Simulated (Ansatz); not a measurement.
Relaxation of a periodic cell of 33 atoms, Al (host Al, host structure fcc, interstitial Al), to a largest force component of 0.03 eV/Å in at most 60 steps.

Theory: DFT LDA, scalar-relativistic, plane waves, PAW (Ansatz). Settings: cutoff 420 eV, k mesh 2x2x2, gaussian smearing 0.1 eV, no spin polarisation.

```xyz
33
Lattice="8.1000 0.0000 0.0000 0.0000 8.1000 0.0000 0.0000 0.0000 8.1000" Properties=species:S:1:pos:R:3
Al 4.050 0.000 0.000
Al 6.075 2.025 0.000
Al 6.075 0.000 2.025
Al 0.000 0.000 0.000
Al 2.025 2.025 0.000
Al 4.050 4.050 0.000
Al 6.075 6.075 0.000
Al 2.025 0.000 2.025
Al 4.050 2.025 2.025
Al 6.075 4.050 2.025
Al 4.050 0.000 4.050
Al 6.075 2.025 4.050
Al 6.075 0.000 6.075
Al 0.000 4.050 0.000
Al 2.025 6.075 0.000
Al 0.000 2.025 2.025
Al 2.025 4.050 2.025
Al 4.050 6.075 2.025
Al 0.000 0.000 4.050
Al 2.025 2.025 4.050
Al 4.050 4.050 4.050
Al 6.075 6.075 4.050
Al 2.025 0.000 6.075
Al 4.050 2.025 6.075
Al 6.075 4.050 6.075
Al 0.000 6.075 2.025
Al 0.000 4.050 4.050
Al 2.025 6.075 4.050
Al 0.000 2.025 6.075
Al 2.025 4.050 6.075
Al 4.050 6.075 6.075
Al 0.000 6.075 6.075
Al 3.989 6.001 3.990
```

Question: Where does it end, and by what steps?

Answer: The forces met the threshold. Limits of this set-up: coarse k mesh, a small cell, in which the defect meets its images, a typed lattice constant that wasn't relaxed here. After 4 steps the energy has fallen by 7.922 eV; Al21 moved furthest, 0.49 Å. The start is strongly strained (largest force component 9 eV/Å).

```
step  energy less start (eV)  largest force component (eV/Å)  accepted
   0                  0.0000                           8.836       yes
   1                 -5.3512                           3.544       yes
   2                 -7.5668                           1.187       yes
   3                 -7.9192                           0.067       yes
   4                 -7.9222                           0.012       yes
```

```xyz
33
Lattice="8.1000 0.0000 0.0000 0.0000 8.1000 0.0000 0.0000 0.0000 8.1000" Properties=species:S:1:pos:R:3
Al 4.048 0.120 -0.001
Al 6.095 2.023 -0.002
Al 6.055 -0.020 2.041
Al -0.002 0.020 -0.002
Al 2.001 2.023 -0.002
Al 4.048 3.925 -0.001
Al 6.195 6.073 -0.001
Al 2.040 -0.019 2.040
Al 4.048 2.022 1.901
Al 6.054 4.067 2.042
Al 4.048 0.480 4.048
Al 6.196 2.022 4.048
Al 6.054 -0.021 6.054
Al -0.002 4.026 -0.002
Al 1.900 6.073 -0.001
Al -0.002 2.023 2.001
Al 2.041 4.065 2.041
Al 4.047 6.073 1.541
Al -0.001 0.120 4.048
Al 1.900 2.022 4.048
Al 4.048 3.562 4.047
Al 6.559 6.073 4.048
Al 2.041 -0.020 6.055
Al 4.048 2.022 6.196
Al 6.053 4.068 6.053
Al -0.001 6.073 1.900
Al -0.001 3.925 4.048
Al 1.541 6.073 4.047
Al -0.002 2.023 6.095
Al 2.042 4.067 6.054
Al 4.048 6.073 6.559
Al -0.001 6.073 6.195
Al 4.051 6.070 4.051
```

Whether the end is a true minimum wasn't checked by a vibrational analysis.

The run took 19 s on 2 threads of Intel(R) Xeon(R) Platinum 8488C (Sapphire Rapids) (shared host), peak memory 0.96 GiB.
